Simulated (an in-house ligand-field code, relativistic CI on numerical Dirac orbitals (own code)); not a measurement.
**d2 in a ligand field: terms against the cubic field**

Aim: the terms of a d2 shell from Racah B and C and the field, by exact diagonalisation.

Program: an in-house ligand-field code version 1. Level of theory: parametric ligand-field model of a d^n configuration (Racah B and C, spin-orbit zeta, crystal field), exact diagonalisation. These are calculated values, not measurements, unless marked.

**1. Starting point**

| Property | Result |
| --- | --- |
| shell | d2 |
| set 1 (cm⁻¹) | B = 1030, C = 4610, Oh, 10Dq = 33990 |
| set 2 (cm⁻¹) | B = 1030, C = 4610, Oh, 10Dq = 36050 |
| set 3 (cm⁻¹) | B = 1030, C = 4610, Oh, 10Dq = 38110 |
| set 4 (cm⁻¹) | B = 1030, C = 4610, Oh, 10Dq = 40170 |
| set 5 (cm⁻¹) | B = 1030, C = 4610, Oh, 10Dq = 42230 |
| set 6 (cm⁻¹) | B = 1030, C = 4610, Oh, 10Dq = 44290 |
| set 7 (cm⁻¹) | B = 1030, C = 4610, Oh, 10Dq = 46350 |
| set 8 (cm⁻¹) | B = 1030, C = 4610, Oh, 10Dq = 48410 |

**2. Set 1**

Input settings:

```ini
n = 2
racah_B = 1030  # cm-1
racah_C = 4610  # cm-1
zeta = 0  # cm-1
symmetry = Oh
field = {"10Dq": 33990}  # cm-1
```

**3. Set 2**

Input settings:

```ini
n = 2
racah_B = 1030  # cm-1
racah_C = 4610  # cm-1
zeta = 0  # cm-1
symmetry = Oh
field = {"10Dq": 36050}  # cm-1
```

**4. Set 3**

Input settings:

```ini
n = 2
racah_B = 1030  # cm-1
racah_C = 4610  # cm-1
zeta = 0  # cm-1
symmetry = Oh
field = {"10Dq": 38110}  # cm-1
```

**5. Set 4**

Input settings:

```ini
n = 2
racah_B = 1030  # cm-1
racah_C = 4610  # cm-1
zeta = 0  # cm-1
symmetry = Oh
field = {"10Dq": 40170}  # cm-1
```

**6. Set 5**

Input settings:

```ini
n = 2
racah_B = 1030  # cm-1
racah_C = 4610  # cm-1
zeta = 0  # cm-1
symmetry = Oh
field = {"10Dq": 42230}  # cm-1
```

**7. Set 6**

Input settings:

```ini
n = 2
racah_B = 1030  # cm-1
racah_C = 4610  # cm-1
zeta = 0  # cm-1
symmetry = Oh
field = {"10Dq": 44290}  # cm-1
```

**8. Set 7**

Input settings:

```ini
n = 2
racah_B = 1030  # cm-1
racah_C = 4610  # cm-1
zeta = 0  # cm-1
symmetry = Oh
field = {"10Dq": 46350}  # cm-1
```

**9. Set 8**

Input settings:

```ini
n = 2
racah_B = 1030  # cm-1
racah_C = 4610  # cm-1
zeta = 0  # cm-1
symmetry = Oh
field = {"10Dq": 48410}  # cm-1
```

(Steps that only read results are left out.)

**Question.** What will these runs give? Wanted: lowest terms.

**Answer**, as computed:

| set | 10Dq/B (size) | lowest | S | electrons in z² and x²-y² | first level of the same spin (cm⁻¹) |
| --- | --- | --- | --- | --- | --- |
| 1: Oh | 33.0 | 3T1 | 1.00 | 0.02 | 3T2 31766 |
| 2: Oh | 35.0 | 3T1 | 1.00 | 0.02 | 3T2 33788 |
| 3: Oh | 37.0 | 3T1 | 1.00 | 0.02 | 3T2 35813 |
| 4: Oh | 39.0 | 3T1 | 1.00 | 0.01 | 3T2 37841 |
| 5: Oh | 41.0 | 3T1 | 1.00 | 0.01 | 3T2 39871 |
| 6: Oh | 43.0 | 3T1 | 1.00 | 0.01 | 3T2 41904 |
| 7: Oh | 45.0 | 3T1 | 1.00 | 0.01 | 3T2 43938 |
| 8: Oh | 47.0 | 3T1 | 1.00 | 0.01 | 3T2 45975 |

| quantity | value |
| --- | --- |
| lowest terms | 1: 3T1, 2: 3T1, 3: 3T1, 4: 3T1, 5: 3T1, 6: 3T1, 7: 3T1, 8: 3T1 |

The lowest term stays 3T1 over this range. B, C and the field are free parameters here, not those of a compound.
